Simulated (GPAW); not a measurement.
# Bi2Te3 (Tellurobismuthite) (R-3m) in GPAW: single point with LDA

Aim: the single point of Bi2Te3 (Tellurobismuthite) with LDA.

All numbers are computed with GPAW 26.7.0; they aren't measurements. Logs are shortened: lines on timing, memory, paths and dates and some standing lists are left out, and cuts for length are marked. The log counts tension as positive stress, the text compression.

### 1 Starting point

It takes space group R-3m (No. 166, trigonal). Conventional cell: a = 4.386 Å, b = 4.386 Å, c = 30.497 Å, α = 90.00°, β = 90.00°, γ = 120.00°. Bi (site symmetry 3m) is surrounded by 6 Te at 3.07 to 3.25 Å. Te (site symmetry 3m) has 3 Bi at 3.07 Å as nearest neighbours. Te (site symmetry -3m) is surrounded by 6 Bi at 3.25 Å.

### 2 Single point, LDA

run.py reads:

```python
from ase import Atoms
from ase.dft.bandgap import bandgap
from ase.io import write
from ase.units import GPa
from gpaw import GPAW, PW

atoms = Atoms(['Bi', 'Bi', 'Te', 'Te', 'Te'],
              cell=[[2.193, 1.2661291403, 10.1656666667],
                    [-2.193, 1.2661291403, 10.1656666667],
                    [0.0, -2.5322582807, 10.1656666667]],
              scaled_positions=[[0.6, 0.6, 0.6],
                                [0.4, 0.4, 0.4],
                                [0.7905, 0.7905, 0.7905],
                                [0.2095, 0.2095, 0.2095],
                                [0.0, 0.0, 0.0]],
              pbc=True)

calc = GPAW(mode=PW(450),
            xc='LDA',
            kpts={'size': (6, 6, 6), 'gamma': True},
            occupations={'name': 'fermi-dirac', 'width': 0.05},
            nbands=39,
            maxiter=120,
            txt='gpaw.txt')
atoms.calc = calc
energy = atoms.get_potential_energy()
forces = atoms.get_forces()
stress = atoms.get_stress()
calc.write('gs.gpw')
write('result.traj', atoms)
print(f'Energy: {energy:.6f} eV')
print('Forces (eV/A):')
print(forces.round(4))
print('Stress (GPa):', (stress / GPa).round(3))
print('Fermi level:', round(calc.get_fermi_level(), 4), 'eV')
print(f'Gap: {bandgap(calc)[0]:.4f} eV, direct: {bandgap(calc, direct=True)[0]:.4f} eV')
```

Potentials or basis: the program's PAW data sets (release 1.2.1) made for this functional, pw.

The run is started by

```sh
> OMP_NUM_THREADS=1 python run.py
```

gpaw.txt:

```text
__  _  _
 | _ |_)|_||  |
 |__||  | ||/\| - 26.7.0

Input parameters:
  mode=PW(ecut=450.00000000000006),
  kpts=MonkhorstPack(size=(6, 6, 6), gamma=True),
  maxiter=120,
  nbands=39,
  occupations=Occupations(name='fermi-dirac', width=0.05),
  xc=XC(name='LDA')

Diagonalizing LCAO Hamiltonian
Converting LCAO to pw mode

       Te

       Bi

       Bi

       Te

       Te

Atoms  # Å, Bohr magnetons
|   | symbol |        x |         y |         z |    initial magnetic moments |
|---|--------|----------|-----------|-----------|-----------------------------|
| 0 |     Bi | 0.000000 | -0.000000 | 18.298200 | ( 0.0000,  0.0000,  0.0000) |
| 1 |     Bi | 0.000000 | -0.000000 | 12.198800 | ( 0.0000,  0.0000,  0.0000) |
| 2 |     Te | 0.000000 | -0.000000 | 24.107879 | ( 0.0000,  0.0000,  0.0000) |
| 3 |     Te | 0.000000 | -0.000000 |  6.389122 | ( 0.0000,  0.0000,  0.0000) |
| 4 |     Te | 0.000000 |  0.000000 |  0.000000 | ( 0.0000,  0.0000,  0.0000) |

Unit cell  # Å
| periodic |         x |         y |         z |   lengths |    angles |
|----------|-----------|-----------|-----------|-----------|-----------|
|      yes |  2.193000 |  1.266129 | 10.165667 | 10.476312 | 24.166112 |
|      yes | -2.193000 |  1.266129 | 10.165667 | 10.476312 | 24.166112 |
|      yes |  0.000000 | -2.532258 | 10.165667 | 10.476312 | 24.166112 |

Number of symmetries: 12
Symmetry operations  # r_c * U_cc + t_c -> r_c
|    | kind |            matrix            |
|----|------|------------------------------|
|  0 |  E   |  1, 0, 0,  0, 1, 0,  0, 0, 1 |
|  1 |  σ   |  1, 0, 0,  0, 0, 1,  0, 1, 0 |
|  2 |  σ   |  0, 1, 0,  1, 0, 0,  0, 0, 1 |
|  3 |  C3  |  0, 1, 0,  0, 0, 1,  1, 0, 0 |
|  4 |  C3  |  0, 0, 1,  1, 0, 0,  0, 1, 0 |
|  5 |  σ   |  0, 0, 1,  0, 1, 0,  1, 0, 0 |
|  6 |  C2  |  0, 0,-1,  0,-1, 0, -1, 0, 0 |
|  7 |  S6  |  0, 0,-1, -1, 0, 0,  0,-1, 0 |
|  8 |  S6  |  0,-1, 0,  0, 0,-1, -1, 0, 0 |
|  9 |  C2  |  0,-1, 0, -1, 0, 0,  0, 0,-1 |
| 10 |  C2  | -1, 0, 0,  0, 0,-1,  0,-1, 0 |
| 11 |  i   | -1, 0, 0,  0,-1, 0,  0, 0,-1 |

BZ-sampling:
  Number of BZ points: 216
  Number of IBZ points: 32

  Monkhorst-Pack size: [6, 6, 6]
  Monkhorst-Pack shift: [0.08333333333333333, 0.08333333333333333, 0.08333333333333333]

K-points  # in reciprocal-cell coordinates
|     |                                coordinates |     weight |
|-----|--------------------------------------------|------------|
|   0 | (  0.00000000,   0.00000000,   0.00000000) | 0.00462963 |
|   1 | (  0.16666667,   0.00000000,  -0.16666667) | 0.02777778 |
|   2 | (  0.16666667,   0.00000000,   0.00000000) | 0.02777778 |
|   3 | (  0.16666667,   0.16666667,  -0.16666667) | 0.02777778 |
|   4 | (  0.16666667,   0.16666667,   0.00000000) | 0.02777778 |
|   5 | (  0.16666667,   0.16666667,   0.16666667) | 0.00925926 |
|   6 | (  0.33333333,  -0.16666667,  -0.16666667) | 0.02777778 |
|   7 | (  0.33333333,   0.00000000,  -0.33333333) | 0.02777778 |
|   8 | (  0.33333333,   0.00000000,  -0.16666667) | 0.05555556 |
|   9 | (  0.33333333,   0.00000000,   0.00000000) | 0.02777778 |
| ... |                                            |            |
|  31 | (  0.50000000,   0.50000000,   0.50000000) | 0.00462963 |

Plane wave coefficients: 3698
Cutoff: 450.00000000000006 eV

Spin-components: 1 (collinear spins)
Bands:           39
Projectors:      27
Spin-degeneracy: 2
Datatype:        complex128

Parallelization:
  kpt:    1
  domain: 1
  band:   1

Density:
  Valence electrons: 48.0
  Components: 1
  Grid points: [54 54 54]
  Charge: 0.0  # |e|

Potential:
  Grid points: [54 54 54]

species:
  Bi:
    name:    Bismuth
    Z:       83.0
    valence: 15
    core:    68
    charge:  0.0  # [|e|]
    compensation charges:
      type: gauss
      rc: 0.38  # [Å]
      lmax: 2
    cutoffs:
      filter: 2.23  # [Å]
      core: 2.33  # [Å]
    projectors
    | kind |    occ | energy [eV] | rcut [Å] |
    |------|--------|-------------|----------|
    |   6s |  2.000 |     -14.665 |    1.286 |
    |   6p |  3.000 |      -4.777 |    1.275 |
    |   5d | 10.000 |     -27.225 |    1.349 |
    |    s |        |      12.546 |    1.286 |
    |    p |        |      22.434 |    1.275 |
    |    d |        |      -0.013 |    1.349 |

    Using partial waves for Bi as LCAO basis

  Te:
    name:    Tellurium
    Z:       52.0
    valence: 6
    core:    46
    charge:  0.0  # [|e|]
    compensation charges:
      type: gauss
      rc: 0.36  # [Å]
      lmax: 2
    cutoffs:
      filter: 2.09  # [Å]
      core: 3.17  # [Å]
    projectors
    | kind |    occ | energy [eV] | rcut [Å] |
    |------|--------|-------------|----------|
    |   5s |  2.000 |     -15.337 |    1.180 |
    |   5p |  4.000 |      -6.113 |    1.196 |
    |    s |        |      11.875 |    1.180 |
    |    p |        |      21.098 |    1.196 |
    |    d |        |       0.000 |    1.238 |

    Using partial waves for Te as LCAO basis

Reference energy: -1722989.183779  # eV

eigensolver:
  PPCG
  Converge bands: occupied
  niter=2

density mixing:
  MSR1-Mixer
  Pratt-step length: 0.05
  Maximum mixing coefficient: 0.75
  Old densities: 10
  SVD Regularization: 0.005
  Good broyden scale: 1.0
  Trust region scale: 1.0
  Backstep threshold: 4.0
  History deletion threshold: 6.0
  Fourier metric: weight=20.0, sigma=0.015

occupation numbers:
  Fermi-Dirac:
    width: 0.0500  # eV

poisson solver:
  ecut: 3600.0000000000005  # eV

xc functional:
  name: None

convergence criteria:
- Maximum [total energy] change in last 3 cyles: 0.0005 eV / valence electron
- Maximum integral of absolute [dens]ity change: 0.0001 electrons / valence electron
- Maximum integral of absolute [eigenst]ate change: 4e-08 eV^2 / valence electron
maximum number of iterations: 120

SCF iterations
|iter     | |      energy | eigst |  dens |
|---------|-|-------------|-------|-------|
|iter:   1| |  -23.598215 | +0.01 |       |
|iter:   2| |  -23.604686 | -2.03 | -1.34 |
|iter:   3| |  -23.556065 | -2.72 | -1.40 |
|iter:   4| |  -23.435836 | -3.25 | -1.60 |
|iter:   5| |  -23.426327 | -3.85 | -1.97 |
|iter:   6| |  -23.426329c| -4.55 | -2.50 |
|iter:   7| |  -23.426428c| -5.47 | -3.40 |
|iter:   8| |  -23.426452c| -5.92 | -3.89 |
|iter:   9| |  -23.426453c| -7.17 | -4.48c|
|iter:  10| |  -23.426453c| -8.33c| -4.92c|

Converged in 10 steps
Energy contributions relative to reference atoms: (reference = -1722989.183779)

Energy contributions:
  Kinetic:          50.269291
  Coulomb:         -49.197483
  Zero:             -2.434662
  External:          0.000000
  Xc:              -22.063375
  Entropy:          -0.000447
  Spinorbit:         0.000000
  ----------------------------
  Free energy:     -23.426677
  Extrapolated:    -23.426453

dipole moment: (-0.000000, 0.000000, -130.902517)  # |e|*Ang

Fermi level: 5.754
Eigenvalues  # (at kpt = [0.000, 0.000, 0.000])
| band index |      eig [eV] | occ [0-2] |
|------------|---------------|-----------|
|          0 |       -17.593 |     2.000 |
|        ... |               |           |
|         16 |         3.559 |     2.000 |
|         17 |         3.919 |     2.000 |
|         18 |         3.919 |     2.000 |
|         19 |         3.946 |     2.000 |
|         20 |         3.946 |     2.000 |
|         21 |         4.805 |     2.000 |
|         22 |         4.805 |     2.000 |
|         23 |         5.661 |     1.731 |
|         24 |         5.844 |     0.285 |
|         25 |         6.267 |     0.000 |
|         26 |         6.267 |     0.000 |
|         27 |         7.566 |     0.000 |
|         28 |         7.715 |     0.000 |
|         29 |         7.715 |     0.000 |
|         30 |        10.489 |     0.000 |
|         31 |        10.965 |     0.000 |
|        ... |               |           |
|         38 |        12.908 |     0.000 |

Gap: 0.183 eV
Transition (v -> c):
  (s=0, k=0, n=23, [0.00, 0.00, 0.00]) -> (s=0, k=0, n=24, [0.00, 0.00, 0.00])
No difference between direct/indirect transitions

Forces  # eV/Ang
|        x |        y |        z |
|----------|----------|----------|
|  0.00000 |  0.00000 | -0.06997 |  # Bi   0
| -0.00000 | -0.00000 |  0.06997 |  # Bi   1
|  0.00000 |  0.00000 | -0.19306 |  # Te   2
| -0.00000 | -0.00000 |  0.19306 |  # Te   3
|  0.00000 |  0.00000 |  0.00000 |  # Te   4

Stress tensor  # eV/Ang^3
|         x |        y |         z |
|-----------|----------|-----------|
|  0.013055 | 0.000000 | -0.000000 |
| -0.000000 | 0.013055 |  0.000000 |
| -0.000000 | 0.000000 |  0.016002 |

# Writing to gs.gpw (mode='')
```

It took 5.5 min on 1 thread of Arm Neoverse V2, shared host; peak memory 0.49 GiB.

What came out:

```yaml
Free_energy: -23.4267 eV
Pressure: -2.2 GPa
Largest_force: 0.193 eV/Å
Band_gap_on_the_k_mesh: 0.18 eV, direct
```

Forces in eV/Å, atoms in the order of the input:
```
Bi   0.000  0.000 -0.070
Bi   0.000  0.000  0.070
Te   0.000  0.000 -0.193
Te   0.000  0.000  0.193
Te   0.000  0.000  0.000
```

Caveat: the cutoff is short for stress and forces, so pressures can be off by a GPa or more; spin-orbit coupling is left out, which as a rule narrows the gap of such compounds by several tenths of an eV; the program warned that so skewed a cell can give wrong results.
